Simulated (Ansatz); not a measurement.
K3Sr, space group Fm-3m, a supercell folding check

Program: Ansatz 0.2.0, Python API.

Typed at the interpreter:
```pycon
>>> import ansatz as az
>>> import pandas as pd
>>> from pymatgen.core import Lattice, Structure
>>> from pymatgen.io.ase import AseAtomsAdaptor
>>> pmg_structure = Structure(
...     Lattice([(0.0, 5.165856, 5.165856), (5.165856, 0.0, 5.165856), (5.165856, 5.165856, 0.0)]),
...     ['K', 'K', 'K', 'Sr'],
...     [
...         (0.25, 0.25, 0.25),
...         (0.75, 0.75, 0.75),
...         (0.5, 0.5, 0.5),
...         (0.0, 0.0, 0.0),
...     ],
... )
>>> k3sr = az.Crystal.from_ase(AseAtomsAdaptor.get_atoms(pmg_structure))
>>> [site.symbol for site in k3sr.resolved().sites]
['K', 'K', 'K', 'Sr']
>>> # the mesh shrinks as the cell grows, so that all cells sample the same points
>>> mesh = (4, 4, 4)
>>> rows = []
>>> for repeats in [(1, 1, 1), (2, 1, 1)]:
...     setup = k3sr.supercell(*repeats).calculation()
...     setup = setup.scf(tolerance=1e-08)
...     setup = setup.basis(35 * az.Ry)
...     setup = setup.occupations(az.OccupationsMethod.FERMI_DIRAC, width=0.15).functional('PBEsol', dispersion='d3bjatm')
...     setup = setup.kpoints(*(k // n for k, n in zip(mesh, repeats)))
...     summary = setup.run(threads=1).report
...     n = len(summary['lattice']['sites'])
...     rows.append((repeats, n, summary['free_energy_ev'] / n, summary['fermi_energy_ev'], summary['n_kpoints'], summary['n_symmetry_ops']))
...

>>> print(pd.DataFrame(rows, columns=['repeats', 'atoms', 'F/atom eV', 'Fermi level eV', 'k-points', 'symmetry operations']).round(4).to_string(index=False))
  repeats  atoms  F/atom eV  Fermi level eV  k-points  symmetry operations
(1, 1, 1)      4 -2010.1302          2.3204         8                   48
(2, 1, 1)      8 -2010.1302          2.3204         8                   24
```

Reading the output:
- Absolute energies stand on the zero of these potentials, so only differences at equal settings mean something.
- Dispersion corrections can be off by several per cent in the lattices of metals, and by several GPa in the pressure at a fixed cell.
- For a metal this k-point mesh is coarse: on a finer one energies can move by several to tens of meV an atom and pressures by half a GPa or more, differences at one mesh by less.
- A Fermi-Dirac width this large means warm electrons, whose thermal share enters the free energy.
- The structure comes from a database of computed cells and needn't be a stable or known phase.
- The count of operations in a supercell holds its pure translations too, and an uneven repeat can lower the point group.
- Hardware and time: 18 s on 1 thread of Arm Neoverse V1, on a shared host, peak memory 0.86 GiB.

(Lines on the test bed's own set-up are left out of the output.)
